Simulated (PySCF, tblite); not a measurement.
# C6H11P: geometry, infrared bands and NMR shifts

What infrared bands and NMR shifts should C6H11P (`C=C[C@@H]1[C@@H](C)P1C`) show?

The runs use tblite 0.8.0 and PySCF 2.14.0, with density-fitted response routines of our own; the level of theory stands in each step. All values are computed, except where a source is named. Atoms are numbered from 0 throughout.

## (1) The molecule as given

18 atoms, charge 0, multiplicity 1; geometry from: force field or distance geometry start.

Bonds of the start (Å): C0–C1 1.33, C1–C2 1.47, C2–C3 1.52, C3–C4 1.50, C3–P5 1.84, P5–C6 1.83, P5–C2 1.79, C0–H7 1.10, C0–H8 1.08, C1–H9 1.11, C2–H10 1.13, C3–H11 1.12, C4–H12 1.09, C4–H13 1.10, C4–H14 1.10, C6–H15 1.11, C6–H16 1.13, C6–H17 1.09.

## (2) Optimising the geometry with GFN2-xTB

The job: settings as JSON, then the geometry in Å.

```
{"job": {"kind": "relax", "xc": "GFN2-xTB", "basis": "xTB"}, "charge": 0, "multiplicity": 1}
C     -0.840400     2.396700     0.015100
C     -1.287900     1.147800    -0.050000
C     -0.720300     0.099400    -0.917800
C     -0.188800    -1.075400    -0.119000
C     -0.800200    -2.394400    -0.500600
P      1.015300    -0.219800    -1.208500
C      2.403700     0.550500    -0.293400
H     -1.303500     3.121900     0.700000
H     -0.024400     2.730000    -0.611600
H     -2.123100     0.850300     0.622800
H     -1.405000    -0.211900    -1.765800
H     -0.119500    -0.921300     0.988500
H     -0.965500    -2.388500    -1.579400
H     -0.140700    -3.200400    -0.150600
H     -1.781700    -2.479900    -0.008400
H      3.003400     1.189500    -0.982300
H      3.119200    -0.282700    -0.031000
H      2.150800     1.094400     0.615300
```

The run is started by

```console
$ OMP_NUM_THREADS=1 python probes_run.py task.json out
```

One launch serves the whole session: the jobs run in the order shown.

**Question.** This job is followed by: GFN2-xTB harmonic vibrations, gas phase; GIAO PBE0/pcSseg-1 NMR shielding, non-relativistic, gas phase. What will the session give for the following? strongest single infrared mode (GFN2-xTB); zero-point energy (GFN2-xTB); 13C shifts against TMS (PBE0/pcSseg-1); 1H shifts against TMS (PBE0/pcSseg-1, means over atoms taken as alike); 31P shifts against H3PO4 (PBE0/pcSseg-1).

The runs gave:

| quantity | value |
| --- | --- |
| strongest single infrared mode (GFN2-xTB) | 3132 cm⁻¹, 49 km/mol |
| zero-point energy (GFN2-xTB) | 94.3 kcal/mol |
| 13C shifts against TMS (PBE0/pcSseg-1) | 146.6, 121.3, 37.7, 36.8, 21.2, 10.5 ppm |
| 1H shifts against TMS (PBE0/pcSseg-1, means over atoms taken as alike) | 5.67, 5.63, 5.40, 1.59, 1.29, 1.16, 0.76 ppm |
| 31P shifts against H3PO4 (PBE0/pcSseg-1) | -203.7 ppm |

**Reading.** Relaxing lowered the energy by 0.888 eV in 151 steps; the close pair that moved most is C2–P5, from 1.788 to 1.882 Å. All 48 modes are real, so the xTB geometry is a minimum. The strongest single mode, at 3132 cm⁻¹, moves mainly H7. Unscaled tight-binding wavenumbers are off by several per cent, some by more. Its intensities can rank the bands wrongly. The most deshielded carbon is C1 (alkene CH), at 146.6 ppm: an sp2 carbon of a C=C bond. The most deshielded hydrogen is H9 (hydrogen on an alkene CH), at 5.67 ppm: attached to an sp2 carbon and in the plane of the double bond. At PBE0/pcSseg-1: The widest tensor belongs to P5: span 536 ppm, with a paramagnetic part of -445 ppm.
